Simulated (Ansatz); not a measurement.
Runs of Ansatz 0.2.0 on HfIn4SiO6. It takes space group Cm (No. 8, monoclinic). Conventional cell: a = 6.461 Å, b = 11.155 Å, c = 6.494 Å, α = 90.00°, β = 103.71°, γ = 90.00°. Hf (site symmetry m) has 4 O at 1.97 to 2.02 Å as nearest neighbours. In (site symmetry 1) is surrounded by 3 O at 2.38 to 2.46 Å. Around In (site symmetry 1) lie 3 O at 2.42 to 2.65 Å. Around Si (site symmetry m) lie 4 O at 1.63 to 1.66 Å. O (site symmetry 1) is surrounded by 1 Si at 1.65 Å. Around O (site symmetry m) lie 1 Si at 1.66 Å. O (site symmetry m) is surrounded by 1 Si at 1.63 Å. O (site symmetry 1) is surrounded by 1 Hf at 1.97 Å. The cell was built by a generator and needn't be a form met in nature.

```tsv
task	level	U	cell	k mesh	hubbard projectors	double counting	target pressure (GPa)	gap on the mesh (eV)	pressure (GPa)	largest force (eV/Å)
projected density of states	PBE+U	Hf d U = 6 eV	as given	5 × 5 × 4	ortho-atomic (the default)	fll (the default)	-	0.58	1.1	0.74
relaxation of cell and atoms	PBE	-	relaxed to 2 GPa	4 × 4 × 3	-	-	2	0.61	2.0	0.01
projected density of states	PBE+U	Hf d U = 4 eV	as given	5 × 5 × 4	ortho-atomic (the default)	fll (the default)	-	0.61	0.7	0.47
projected density of states	PBE+U	Hf d U = 8 eV	as given	5 × 5 × 4	ortho-atomic (the default)	fll (the default)	-	0.56	1.6	(b)
projected density of states	PBE+U	Hf d U = 2 eV	as given	5 × 5 × 4	ortho-atomic (the default)	fll (the default)	-	(a)	(c)	0.22
relaxation of cell and atoms	PBE	-	relaxed to 5 GPa	4 × 4 × 3	-	-	5	0.56	5.0	0.01
```

Alike in all rows: potentials or basis Ansatz PAW; no spin polarisation; cutoff (eV) 420; smearing fermi-dirac 0.05 eV.

**Question.** Fill in the values left out.

**Answer.** (a) 0.63; (b) 1.04; (c) 0.3.

Caveats: odd divisions of the mesh miss points on the zone boundary, where band edges often lie, so the gap on the mesh can be too wide; spin-orbit coupling is left out, which moves the levels of the heavy elements; the plane-wave basis is chosen anew once the cell has moved, so the energies of steps on either side of that aren't comparable (some runs); forces of over 1 eV/Å show positions far from the minimum, so gaps and moduli don't describe the material at rest (some runs).

A k mesh can miss the band edges, and the runs leave out spin-orbit coupling on Hf, In.
